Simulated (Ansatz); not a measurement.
This script makes an equation of state with a fit of AlNi, space group Cmmm with the Python package of Ansatz (0.2.0).

`eos.py`
```python
"""Equation of state of AlNi."""

import warnings

import ansatz as az
import numpy as np

vectors0 = np.array([
    [1.938694, -1.95319, 0.0],
    [1.938694, 1.95319, 0.0],
    [0.0, 0.0, 3.09943],
])
sites = [
    ("Al", (0.0, 0.0, 0.0), 0.0),
    ("Ni", (0.5, 0.5, 0.5), 1.0),
]


def crystal_on(cell):
    crystal = az.Crystal(lattice=az.Lattice.of(cell))
    for symbol, position, moment in sites:
        crystal = crystal.atom(symbol, position, moment=moment or None)
    return crystal

warnings.simplefilter("ignore", az.DeckWarning)

# scale the volume, keep shape and fractions
volumes, energies = [], []
for scale in np.linspace(0.9, 1.1, 9):
    cell = vectors0 * scale ** (1 / 3)
    model = (
        crystal_on(cell).calculation()
        .functional("r2scan")
        .basis(500)
        .occupations("Fermi-Dirac", width=0.15)
        .spin("collinear")
        .kpoints(10, 10, 9)
    )
    rep = model.run(threads=1, pin="off").report
    volumes.append(abs(np.linalg.det(cell)) / len(sites))
    energies.append(rep["free_energy_ev"] / len(sites))
    print(f"V = {volumes[-1]:8.4f} A^3/atom  F = {energies[-1]:.5f} eV/atom")

# third-order Birch-Murnaghan: a cubic in V^(-2/3)
x = np.array(volumes) ** (-2 / 3)
poly = np.polynomial.Polynomial.fit(x, energies, 3).convert()
roots = poly.deriv().roots()
x0 = min((r.real for r in roots if abs(r.imag) < 1e-9 and poly.deriv(2)(r.real) > 0), key=lambda r: abs(r - x.mean()))
v0 = x0 ** -1.5
b0 = 4 / 9 * poly.deriv(2)(x0) * v0 ** (-7 / 3) * 160.21766
b1 = 4 + 2 / 3 * x0 * poly.deriv(3)(x0) / poly.deriv(2)(x0)
print(f"V0 = {v0:.4f} A^3/atom, B0 = {b0:.1f} GPa, dB/dP = {b1:.2f}")
```

From its runs, with one value withheld:

| V (Å³/atom) | F less the lowest row shown (meV/atom) |
| --- | --- |
| 10.563 | ? |
| 10.856 | 46.56 |
| 11.150 | 20.84 |
| 11.443 | 5.76 |
| 11.736 | 0.00 |
| 12.030 | 2.40 |
| 12.323 | 11.96 |
| 12.617 | 27.78 |
| 12.910 | 49.09 |

What is the missing energy at 10.563 Å³ an atom?

A third-order Birch-Murnaghan fit, E = E0 + (9 V0 B0 / 16) [(t - 1)³ B' + (t - 1)² (6 - 4t)] with t = (V0/V)^(2/3), through the 8 rows shown gives V0 = 11.791 Å³, B0 = 174.4 GPa, B' = 4.31 and E0 = -0.14 meV. At V = 10.563 Å³, t = 1.07609, and the fit extrapolates to 84.47 meV. The run gave 84.44 meV, a miss of 0.03 meV.

The SCF didn't keep the moments it started from (some shrank, vanished or turned); what is printed is the state reached. Shape and fractional positions are held along the curve, so the bulk modulus is an upper value where they are free to relax. For a metal this k-point mesh is coarse: on a finer one energies can move by several to tens of meV an atom and pressures by half a GPa or more, differences at one mesh by less. Within a few hundredths of an angstrom the cell has the higher group P4/mmm; the lower one is a small distortion. r2SCAN tends to overestimate the moments of itinerant magnets. This cell is a computed structure, which may not be the phase found in nature. The script silences the warnings on its input, which a real study should read. Timing: 3.9 min on 1 thread of Arm Neoverse V2 (shared host), peak memory 0.53 GiB.
